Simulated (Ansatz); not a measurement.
The same path of a periodic cell of 22 atoms, H₃C₁₈N (surface graphene monolayer, adsorbate NH3) was run twice with different band settings.

The calculation used Ansatz 0.2.0, DFT PBE-D3(BJ), scalar-relativistic, plane waves, PAW. Settings: PAW set soft_1, cutoff 420 eV, k mesh 2x2x1, gaussian smearing 0.05 eV, no spin polarisation.

Relaxed end points:

```xyz
22
Lattice="7.3980 0.0000 0.0000 -3.6990 6.4069 0.0000 0.0000 0.0000 12.0000" Properties=species:S:1:pos:R:3
C 0.030 -0.043 0.696
C 1.270 0.672 0.697
C -1.212 2.105 0.691
C 0.031 2.822 0.696
C -2.430 4.242 0.690
C -1.212 4.945 0.695
C 2.488 -0.031 0.697
C 3.730 0.686 0.695
C 1.270 2.106 0.696
C 2.488 2.810 0.693
C 0.030 4.228 0.697
C 1.270 4.943 0.698
C 4.969 -0.030 0.697
C 6.187 0.674 0.695
C 3.729 2.093 0.689
C 4.969 2.808 0.685
C 2.488 4.240 0.695
C 3.729 4.957 0.694
N 4.621 2.686 4.000
H 4.746 2.420 4.979
H 4.109 1.917 3.560
H 5.553 2.670 3.583
```

```xyz
22
Lattice="7.3980 0.0000 0.0000 -3.6990 6.4069 0.0000 0.0000 0.0000 12.0000" Properties=species:S:1:pos:R:3
C 0.036 -0.029 0.690
C 1.254 0.673 0.695
C -1.203 2.092 0.696
C 0.037 2.808 0.697
C -2.445 4.240 0.691
C -1.202 4.957 0.696
C 2.496 -0.043 0.697
C 3.736 0.672 0.698
C 1.255 2.105 0.697
C 2.497 2.822 0.695
C 0.037 4.242 0.696
C 1.255 4.945 0.693
C 4.954 -0.031 0.695
C 6.195 0.686 0.694
C 3.736 2.106 0.697
C 4.954 2.809 0.695
C 2.496 4.229 0.689
C 3.736 4.944 0.685
N 3.388 4.822 4.000
H 3.513 4.556 4.979
H 2.876 4.053 3.560
H 4.320 4.806 3.583
```

Common settings: climbing image yes; force threshold 0.05 eV/Å; end points relaxed.

| run | movable images | spring | optimiser | start path | iteration limit |
| --- | --- | --- | --- | --- | --- |
| 1 | 5 | 5.0 eV/Å² | quadratic models (default) | IDPP | 30 |
| 2 | 3 | 0.05 eV/Å² | fire | default | 49 |

What does each run give, and how far can it be trusted?

Run 1: converged after 7 iterations, highest image 0.003 eV above the first end. The top lies less than 8 meV above the higher end, about what the thresholds resolve: the motion is nearly free. By the program's own check the climbing image is of a kind that is not told: the force calls were inconclusive, a negative curvature could not be distinguished from the path's own, the only one lies far off the path, or fixed occupations may fill a level only in part (lowest curvatures found: -0.05 and -0.01 eV/Å²).
Run 2: converged after 3 iterations, highest image 0.003 eV above the first end. The top lies less than 8 meV above the higher end, about what the thresholds resolve: the motion is nearly free. The order of the stationary point at the top wasn't checked.
Limits of this set-up: slab without dipole correction.
